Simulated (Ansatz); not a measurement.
**AlH3S2O (SMILES [OH][Al]([SH])[SH]): levels of theory compared**

We compute a comparison of 6 runs (HF/STO-3G, HF/3-21G, HF/def2-SVP, B3LYP/6-31G*, MRCISD+Q(2,3)/CRENBL, CCSD(T)/def2-SVP) of AlH3S2O. 

Program for the calculation: Ansatz 0.2.0.

3 further runs of the same task are left out: 1 for a known fault of the program, 1 that didn't finish, 1 set aside as unsound or not needed.

**1. The system as given**

The species is AlH3S2O (7 atoms), meant as a singlet with charge 0. As SMILES, `[OH][Al]([SH])[SH]`. The shape is that of a PBE0-D4/def2-TZVP optimisation. This is one conformer, not always the lowest.

Bond lengths: O1–Al2 1.685 Å, Al2–S3 2.173 Å, Al2–S4 2.182 Å, O1–H5 0.955 Å, S3–H6 1.344 Å, S4–H7 1.343 Å. Angles: O1–Al2–S3 115.7°, O1–Al2–S4 120.2°, S3–Al2–S4 124.1°, Al2–O1–H5 125.4°, Al2–S3–H6 93.2°, Al2–S4–H7 93.9°.

**2. Energy and gradient at HF/STO-3G (run 1)**

The input, in.yaml:

```yaml
basis:
  gaussian: {orbitals: STO-3G}
crystal:
  periodic: [false, false, false]
  atoms:
    - {symbol: O, position_ang: [-1.985100, 0.181200, 0.466200]}
    - {symbol: Al, position_ang: [-0.338900, 0.027200, 0.141900]}
    - {symbol: S, position_ang: [0.965600, 0.014800, 1.879700]}
    - {symbol: S, position_ang: [0.363100, -0.144100, -1.916700]}
    - {symbol: H, position_ang: [-2.678100, 0.202700, -0.190400]}
    - {symbol: H, position_ang: [2.078300, -0.118200, 1.138300]}
    - {symbol: H, position_ang: [1.656500, -0.231700, -1.564700]}
total_charge: 0
hamiltonian: {xc: hf}
output: {forces: true, orbitals: {seedname: orbitals}}
accuracy: high
```

Command:

```console
$ ansatz run in.yaml --threads 1 --pin off --max-ram 2610MiB --events-out events.jsonl --progress --plain --runs-dir runs
```

The program printed:

```text
Warning: RAYON_NUM_THREADS=1 ignored (pool sized by the plan → 1); use --threads N
Functional definition: HF
  name "HF"
  exchange = exact_x
  correlation = 0
678 factors; integrals over basis functions are off by at most 2.3e-8 eV
mean field evaluation 1: about -29958.0021 eV, gradient 2.9e1 eV
mean field evaluation 2: about -29958.0440 eV, gradient 2.9e1 eV
mean field evaluation 4: about -29961.3334 eV, gradient 1.2e0 eV
mean field evaluation 8: about -29961.3386 eV, gradient 1.2e-5 eV
mean field -29961.33857233 eV, -1101.0588840084 hartree, gradient 1.6e-8 eV, S^2 0.000000; 0 other end points of the search recorded, 0 dependent functions left out
the calculation of the forces begins
reference -29961.33857233 eV, -1101.0588840084 hartree; 28, 28 occupied and 7, 7 virtual orbitals, 678 factors
Total energy: -29961.33857233 eV, -1101.0588840084 hartree
Atom 0 at    -1.985100     0.181200     0.466200 Å, force     2.129470    -0.075179     1.846617 eV/Å
Atom 1 at    -0.338900     0.027200     0.141900 Å, force    -0.185628    -0.009942    -0.460431 eV/Å
Atom 2 at     0.965600     0.014800     1.879700 Å, force    -0.559694    -0.055635    -1.852133 eV/Å
Atom 3 at     0.363100    -0.144100    -1.916700 Å, force     0.070702     0.102470     1.968331 eV/Å
Atom 4 at    -2.678100     0.202700    -0.190400 Å, force    -0.571101    -0.043108    -1.651826 eV/Å
Atom 5 at     2.078300    -0.118200     1.138300 Å, force    -0.369961     0.054487     0.432621 eV/Å
Atom 6 at     1.656500    -0.231700    -1.564700 Å, force    -0.513788     0.026907    -0.283180 eV/Å
Dipole moment:     0.020691    -0.013714    -0.219972 e Å
```

Run time: 1.4 s. Hardware: 1 thread of Intel Xeon Platinum 8259CL at 2.50GHz (Skylake/Cascade Lake), shared host; peak memory 0.1 GiB.

**3. Energy and gradient at HF/3-21G (run 2)**

The input, molecule.yaml:

```yaml
basis:
  gaussian: {orbitals: 3-21G.json}
crystal:
  periodic: [false, false, false]
  atoms:
    - symbol: O
      position_ang: [-1.985100, 0.181200, 0.466200]
    - symbol: Al
      position_ang: [-0.338900, 0.027200, 0.141900]
    - symbol: S
      position_ang: [0.965600, 0.014800, 1.879700]
    - symbol: S
      position_ang: [0.363100, -0.144100, -1.916700]
    - symbol: H
      position_ang: [-2.678100, 0.202700, -0.190400]
    - symbol: H
      position_ang: [2.078300, -0.118200, 1.138300]
    - symbol: H
      position_ang: [1.656500, -0.231700, -1.564700]
hamiltonian: {xc: hf}
accuracy: high
output: {forces: true, orbitals: {seedname: orbitals}}
```

The basis set 3-21G is read from a file made from the Basis Set Exchange's data (not shown).

Command:

```console
$ ansatz run molecule.yaml --threads 1 --pin off --max-ram 2610MiB --events-out events.jsonl --progress --plain --runs-dir runs
```

The program printed, shortened:

```text
Warning: RAYON_NUM_THREADS=1 ignored (pool sized by the plan → 1); use --threads N
[... 2 set-up lines as earlier in the session ...]
[...]
1193 factors; integrals over basis functions are off by at most 6.6e-9 eV
[...]
mean field -30151.35851548 eV, -1108.0419881191 hartree, gradient 3.0e-8 eV, S^2 0.000000; 0 other end points of the search recorded, 0 dependent functions left out
[...]
reference -30151.35851548 eV, -1108.0419881191 hartree; 28, 28 occupied and 26, 26 virtual orbitals, 1193 factors
Total energy: -30151.35851548 eV, -1108.0419881191 hartree
Atom 0 at    -1.985100     0.181200     0.466200 Å, force     0.287694    -0.049502    -0.471843 eV/Å
Atom 1 at    -0.338900     0.027200     0.141900 Å, force    -1.587400     0.165778     0.629922 eV/Å
Atom 2 at     0.965600     0.014800     1.879700 Å, force     0.594252    -0.014484     0.630766 eV/Å
Atom 3 at     0.363100    -0.144100    -1.916700 Å, force     0.354087    -0.072915    -0.793480 eV/Å
Atom 4 at    -2.678100     0.202700    -0.190400 Å, force    -0.642158     0.061849     0.159613 eV/Å
Atom 5 at     2.078300    -0.118200     1.138300 Å, force     0.572888    -0.033941     0.245310 eV/Å
Atom 6 at     1.656500    -0.231700    -1.564700 Å, force     0.420637    -0.056785    -0.400288 eV/Å
Dipole moment:     0.067183    -0.025583    -0.366671 e Å
```

Run time: 2.4 s. Hardware: 1 thread of Intel Xeon Platinum 8259CL at 2.50GHz (Skylake/Cascade Lake), shared host; peak memory 0.14 GiB.

Runs 3 to 5 aren't shown in full; the table further down has their settings and results.

**4. Energy and forces at CCSD(T)/def2-SVP (run 6)**

Edit molecule.yaml of step 3 so:

```diff
@@ -1,3 +1,3 @@
 basis:
-  gaussian: {orbitals: 3-21G.json}
+  gaussian: {orbitals: def2-SVP}
 crystal:
@@ -19,4 +19,6 @@
       position_ang: [1.656500, -0.231700, -1.564700]
-hamiltonian: {xc: hf}
+magnetization: {spin_polarized: false}
+correlation: {method: ccsd_t, frozen_orbitals: {Al: 5, H: 0, O: 1, S: 5}}
 accuracy: high
+scf: {omitted_lower_state_checks: [cluster_reference, increment]}
 output: {forces: true, orbitals: {seedname: orbitals}}
```

Command:

```console
$ ansatz run molecule.yaml --threads 1 --pin off --max-ram 2610MiB --events-out events.jsonl --progress --plain --runs-dir runs
```

The program printed, shortened:

```text
Warning: RAYON_NUM_THREADS=1 ignored (pool sized by the plan → 1); use --threads N
[... 2 set-up lines as earlier in the session ...]
[...]
1680 factors; integrals over basis functions are off by at most 3.2e-8 eV
[...]
mean field -30295.98594821 eV, -1113.3569482398 hartree, gradient 1.5e-8 eV, S^2 0.000000; 0 other end points of the search recorded, 0 dependent functions left out
16 core orbitals not correlated: weight in the atoms' cores, before any rotation towards them, 1.000 or more for the frozen orbitals, at most 0.000 for the correlated occupied ones
reference -30295.98594821 eV, -1113.3569482398 hartree; 12, 12 occupied and 55, 55 virtual orbitals, 1680 factors
second order -13.78017266 eV of doubles, -0.00000000 eV of singles
cycle   1  -14.47412318 eV  change   -6.9e-1 eV  update   8.6e-2
[...]
cycle  21  -14.88795698 eV  change  -3.8e-10 eV  update   1.1e-9
perturbative correction -0.36721414 eV, -0.0134948708 hartree
[...]
Total energy: -30311.24111933 eV, -1113.9175654383 hartree
Atom 0 at    -1.985100     0.181200     0.466200 Å, force    -0.333038     0.039139     0.209372 eV/Å
Atom 1 at    -0.338900     0.027200     0.141900 Å, force     0.419167    -0.039053    -0.077474 eV/Å
Atom 2 at     0.965600     0.014800     1.879700 Å, force    -0.020305     0.007900     0.112897 eV/Å
Atom 3 at     0.363100    -0.144100    -1.916700 Å, force    -0.034517    -0.001884    -0.086352 eV/Å
Atom 4 at    -2.678100     0.202700    -0.190400 Å, force    -0.248472     0.013881    -0.121430 eV/Å
Atom 5 at     2.078300    -0.118200     1.138300 Å, force     0.110215    -0.011024    -0.034488 eV/Å
Atom 6 at     1.656500    -0.231700    -1.564700 Å, force     0.106950    -0.008960    -0.002525 eV/Å
Dipole moment:     0.088310    -0.022829    -0.284134 e Å
Checks for a lower state left out: cluster_reference, increment
```

Run time: 42 s. Hardware: 1 thread of Intel Xeon Platinum 8259CL at 2.50GHz (Skylake/Cascade Lake), shared host; peak memory 0.54 GiB.

**5. The series**

```csv
run,level,core potential,task,energy (Eh),dipole moment (D),HOMO energy (eV),LUMO energy (eV),wall time
1,HF/STO-3G,none,gradient,-1101.058884,1.06,-6.84,9.12,1.4 s
2,HF/3-21G,none,gradient,-1108.041988,1.79,-10.79,2.21,2.4 s
3,HF/def2-SVP,none,gradient,-1113.356948,1.60,-10.37,2.55,5.1 s
4,B3LYP/6-31G* (spherical functions),none,gradient,-1115.968283,1.40,-7.35,-0.78,12 s
5,"MRCISD+Q(2,3)/CRENBL (density fitting with cc-pVTZ-jkfit, core potential)",CRENBL,energy,-39.666292,–,–,–,18 s
6,CCSD(T)/def2-SVP,none,gradient,-1113.917565,1.43,-10.37,2.55,42 s
```

**6. What came out**

| quantity | value |
| --- | --- |
| run 6: total energy | -1113.91757 Eh |
| run 6: dipole moment (correlated density) | 1.43 D |
| run 6: HOMO energy (Hartree–Fock orbitals) | -10.37 eV |
| run 6: LUMO energy (Hartree–Fock orbitals) | 2.55 eV |
| run 6: HOMO–LUMO gap (Hartree–Fock orbitals) | 12.92 eV |
| run 6: correlation energy (16 core orbitals frozen) | -560.6 mEh |
| run 6: (T) correction | -13.49 mEh |
| run 6: T1 diagnostic | 0.012 |
| run 6: largest force on an atom | 0.428 eV/Å |

What this shows: Over runs 1, 2, 3, 4, 6 the dipole moment (its size) runs from 1.06 D (HF/STO-3G) to 1.79 D (HF/3-21G). Over runs 1, 2, 3, 4 the HOMO–LUMO gap runs from 6.57 eV (B3LYP/6-31G*) to 15.96 eV (HF/STO-3G). The two ends differ in method and basis. Some runs of one species differ in core potentials or relativity; totals across that change don't compare. In run 1 the basis is minimal, so the values are rough. All runs together took 81 s, the longest 42 s.
